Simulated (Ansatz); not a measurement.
# CH3ClFNSiZn: the cost of one run

Method: RKS PBE0-D4/def2-SVP, in Ansatz 0.2.0.

### Step 1. The system as given

Bond lengths: N1–C2 1.480 Å, C2–Zn3 2.158 Å, C2–Si4 1.811 Å, Si4–F5 1.696 Å, Zn3–Cl6 2.453 Å, Si4–Cl6 2.102 Å, N1–H7 1.009 Å, N1–H8 1.001 Å, C2–H9 1.148 Å. Angles: N1–C2–Zn3 153.2°, N1–C2–Si4 113.5°, N1–C2–H9 110.5°, Zn3–C2–Si4 76.4°, Zn3–C2–H9 87.3°, Si4–C2–H9 109.8°, C2–N1–H7 108.0°, C2–N1–H8 106.6°, H7–N1–H8 111.5°, C2–Zn3–Cl6 89.4°, C2–Si4–F5 112.0°, C2–Si4–Cl6 112.1°, F5–Si4–Cl6 109.8°, Zn3–Cl6–Si4 65.1°.

Structure file:

```xyz
9

N     0.4231   -1.4392   -0.7762
C     0.4156   -0.2542    0.1110
Zn    1.0494    1.7271    0.6847
Si   -1.1008    0.7293   -0.0097
F    -1.2656    1.4593   -1.5322
Cl   -1.2186    2.1901    1.4968
H     1.3723   -1.7738   -0.8418
H    -0.1774   -2.1184   -0.3517
H     0.5905   -0.5666    1.2019
```

### Step 2. Relaxing end A

The input, input.yaml:

```yaml
crystal:
  periodic: [false, false, false]
  atoms:
    - { symbol: "N", position_ang: [0.4231, -1.4392, -0.7762] }
    - { symbol: C, position_ang: [0.4156, -0.2542, 0.111] }
    - { symbol: Zn, position_ang: [1.0494, 1.7271, 0.6847] }
    - { symbol: Si, position_ang: [-1.1008, 0.7293, -0.0097] }
    - { symbol: F, position_ang: [-1.2656, 1.4593, -1.5322] }
    - { symbol: Cl, position_ang: [-1.2186, 2.1901, 1.4968] }
    - { symbol: H, position_ang: [1.3723, -1.7738, -0.8418] }
    - { symbol: H, position_ang: [-0.1774, -2.1184, -0.3517] }
    - { symbol: H, position_ang: [0.5905, -0.5666, 1.2019] }
basis:
  gaussian: { orbitals: def2-SVP }
hamiltonian:
  xc: pbe0
  dispersion: d4
relax:
  f_tol: 0.015
  max_steps: 40
```

Command:

```sh
> ansatz run input.yaml --threads 2 --pin off --max-ram 3072MiB --backend cpu --events-out ev --progress --plain --runs-dir out
```

Q: Estimate wall time and peak memory on 2 threads of Intel Xeon 6975P-C (Granite Rapids), shared host.

About 90 s, with a peak of 0.37 GiB.
